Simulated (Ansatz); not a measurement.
# BiTe3As: the cost of one run

The runs shown are made with Ansatz 0.2.0. PAW datasets, plane waves, zero pressure. These are computed values for a spin-unpolarised cell that may be hypothetical; none is a measurement.

## Step 1: The system as given

The symmetry is C2/m (No. 12, monoclinic); a = 21.010 Å, b = 4.239 Å, c = 7.343 Å, β = 96.7° in the conventional setting, 32.48 Å³ an atom. Around Bi lie 6 Te at 2.96–3.13 Å; around Te lie 2 Bi at 2.96 Å and 1 As at 2.96 Å; around Te lie 3 As at 3.13 Å and 3 Bi at 3.13 Å; around As lie 6 Te at 2.96–3.13 Å; around Te lie 1 Bi at 2.96 Å and 2 As at 2.96 Å.

The structure in full:

```cif
data_structure
_symmetry_space_group_name_H-M 'C2/m'
_symmetry_Int_Tables_number 12
_cell_length_a 21.0102
_cell_length_b 4.2394
_cell_length_c 7.3428
_cell_angle_alpha 90.000
_cell_angle_beta 96.690
_cell_angle_gamma 90.000
_cell_volume 649.57
loop_
_atom_site_label
_atom_site_type_symbol
_atom_site_symmetry_multiplicity
_atom_site_Wyckoff_symbol
_atom_site_fract_x
_atom_site_fract_y
_atom_site_fract_z
_atom_site_occupancy
Bi1 Bi 4 i 0.15630 0.50000 0.05210 1
Te1 Te 4 i 0.42382 0.50000 0.14127 1
Te2 Te 4 i 0.25000 0.50000 0.75000 1
As1 As 4 i 0.15630 0.00000 0.55210 1
Te3 Te 4 i 0.42382 0.00000 0.64127 1
```

## Step 2: PBE-D3(BJ): cell and atoms

Input file input.yaml:

```yaml
crystal:
  lattice:
    - [10.50511161, -2.1196796, 0.0]
    - [10.50511161, 2.1196796, 0.0]
    - [-0.85540102, 0.0, 7.29279016]
  atoms:
    - { symbol: Bi, position: [0.65630415, 0.65630415, 0.05210139] }
    - { symbol: Bi, position: [0.34369585, 0.34369585, 0.94789862] }
    - { symbol: Te, position: [0.92381932, 0.92381932, 0.14127311] }
    - { symbol: Te, position: [0.07618068, 0.07618068, 0.85872689] }
    - { symbol: Te, position: [0.75, 0.75, 0.75] }
    - { symbol: As, position: [0.15630415, 0.15630415, 0.55210139] }
    - { symbol: As, position: [0.84369584, 0.84369584, 0.44789861] }
    - { symbol: Te, position: [0.42381932, 0.42381932, 0.64127311] }
    - { symbol: Te, position: [0.57618068, 0.57618068, 0.35872689] }
    - { symbol: Te, position: [0.25, 0.25, 0.25] }
kpoints:
  mp_grid: { grid: [6, 6, 4] }
hamiltonian:
  xc: pbe
  dispersion: d3bj
scf:
  occupations: { method: fermi_dirac, width: 0.02 }
relax:
  f_tol: 0.005
  cell: {}
```

Command:

```sh
ansatz run input.yaml --threads 4 --pin off --max-ram 6451MiB --backend cpu --events-out ev --progress --plain --runs-dir out
```

**Question.** How long does this run take on 4 threads of Arm Neoverse V2, shared host, and how much memory does it need?

About 3.1 min, with a peak of 1.6 GiB.
